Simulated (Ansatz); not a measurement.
**GaNH₂+ (doublet): the correlation ladder, cc-pVDZ**

One table from this session's results is given with a row withheld; the runs are named, their logs left out.

Program: Ansatz 0.2.0, Gaussian basis. Level of theory: cc-pVDZ, core rule «outside noble gas», up to 15 orbitals frozen. These are calculated values, not measurements.

Plan: UHF; CCSD(T) on ROHF; CCSD(T) on UHF; BCCD(T) on ROHF; CISD; CCSDT(Q) on ROHF; CCSDT(Q) on UHF; CCSDTQ on ROHF.

9 further runs of the same task are left out: 5 for a known fault of the program, 4 set aside as unsound or not needed.

## The geometry

The geometry is a PBE0/def2-TZVP stationary point (not a proven minimum) of the parent state, kept for this charge and spin. No spin-orbit coupling is included. The filled d shell of Ga may be among the frozen orbitals whatever the setting's name suggests; the logs give the count.

4 atoms, charge 1, spin multiplicity 2.

Atoms are counted from 1 here; the program's logs count them from 0.

Bond lengths: N1–Ga2 1.692 Å, N1–H3 1.013 Å, Ga2–H4 1.530 Å. Angles: Ga2–N1–H3 122.2°, N1–Ga2–H4 164.2°.

Set-up of the first run:

Input file in.yaml:

```yaml
crystal:
  periodic: [false, false, false]
  atoms:
    - {symbol: N, position_ang: [0.000000, -0.153152, 1.398194]}
    - {symbol: Ga, position_ang: [0.000000, 0.024866, -0.284267]}
    - {symbol: H, position_ang: [0.000000, 0.642469, 2.025804]}
    - {symbol: H, position_ang: [0.000000, -0.234291, -1.791777]}
basis:
  gaussian: {orbitals: cc-pVDZ}
total_charge: 1
magnetization: {spin_polarized: true, initial_magnetization: 1}
hamiltonian: {xc: hf}
output: {orbitals: {seedname: orbitals}}
```

Started as:

```console
> ansatz run in.yaml --threads 1 --pin off --events-out ev --progress --plain --max-ram 4096MiB --backend cpu
```

Steps of the session up to this table: UHF; CCSD(T) on ROHF; CCSD(T) on UHF; BCCD(T) on ROHF; CISD; CCSDT(Q) on ROHF; CCSDT(Q) on UHF; CCSDTQ on ROHF.

One of the session's tables, all rows but one given; the rest of the session is left out.

| method | from RCCSDTQ (kJ/mol) |
| --- | --- |
| ROHF | +556.5 |
| UHF | +546.2 |
| RMP2 | +80.2 |
| UMP2 | ? |
| RCCSD | +16.3 |
| UCCSD | +16.0 |
| RCCSD(T) | +3.2 |
| UCCSD(T) | +3.2 |
| BCCD(T) | +3.3 |
| RCCSDT | +1.2 |
| UCCSDT | +1.1 |
| RCCSDT(Q) | +0.1 |
| UCCSDT(Q) | -0.1 |
| RCCSDTQ | 0 |

**Question.** Estimate the row for UMP2.

**Answer.** from RCCSDTQ (kJ/mol): +80.5. In the column «from RCCSDTQ (kJ/mol)» it lies between RMP2 (+80.2) and UHF (+546.2).

Caveats from the session: Restricted and unrestricted rows rest on different reference determinants; where their highest levels disagree by more than a few hundredths of an eV, they describe different states and don't form one ladder.
